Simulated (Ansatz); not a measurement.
**InN₂H (triplet): geometry optimisation**

Aim: relax a generated start of InN₂H (triplet) and see which bonds hold.

Computed with Ansatz 0.2.0, Gaussian basis. Level: UKS PBE0/def2-TZVP.

## (1) Where the work starts

4 atoms, charge 0, spin multiplicity 3.

Atoms are counted from 1 here; the program's logs count them from 0.

Bond lengths: In1–N2 2.310 Å, In1–N3 2.310 Å, In1–H4 2.127 Å, N2–N3 1.174 Å. Angles: N2–In1–N3 29.4°, N2–In1–H4 105.8°, N3–In1–H4 105.8°, In1–N2–N3 75.3°, In1–N3–N2 75.3°.

Coordinates:

```xyz
4

In   -0.1808   -0.3171    0.2294
N     1.2854    1.0699   -0.8939
N     0.2643    1.6494   -0.8976
H    -0.9398   -1.6639   -1.2317
```

The start was built by rule and, where that kept it together, relaxed with GFN2-xTB. Sticks and bond lists go by distance. No spin-orbit coupling is included. Elements past krypton take def2 core potentials.

## (2) The run

in.yaml reads:

```yaml
crystal:
  periodic: [false, false, false]
  atoms:
    - {symbol: In, position_ang: [-0.180795, -0.317130, 0.229355]}
    - {symbol: N, position_ang: [1.285405, 1.069943, -0.893890]}
    - {symbol: N, position_ang: [0.264264, 1.649423, -0.897580]}
    - {symbol: H, position_ang: [-0.939789, -1.663910, -1.231736]}
basis:
  gaussian: {orbitals: def2-TZVP}
magnetization: {spin_polarized: true, initial_magnetization: 2}
hamiltonian: {xc: pbe0}
relax: {f_tol: 0.004, max_steps: 80}
```

Started as:

```bash
> ansatz run in.yaml --threads 1 --pin off --events-out ev --progress --plain --max-ram 2176MiB
```

**Question.** What will these runs give? Wanted: energy gained; shift from the start; total energy; dipole moment; ⟨S²⟩.

The runs gave:

```
                  quantity          value
                     steps              8
             energy gained       0.480 eV
shift from the start (rms)        0.186 Å
              total energy  -8165.7717 eV
             dipole moment         1.13 D
                      ⟨S²⟩          2.007
```

**Reading.** By distance, In1–N2, In1–N3 opened. In1–H4 went from 2.127 to 1.761 Å. No vibrations were run, so this is a stationary point, not a proven minimum, and this spin need not be the ground state's.
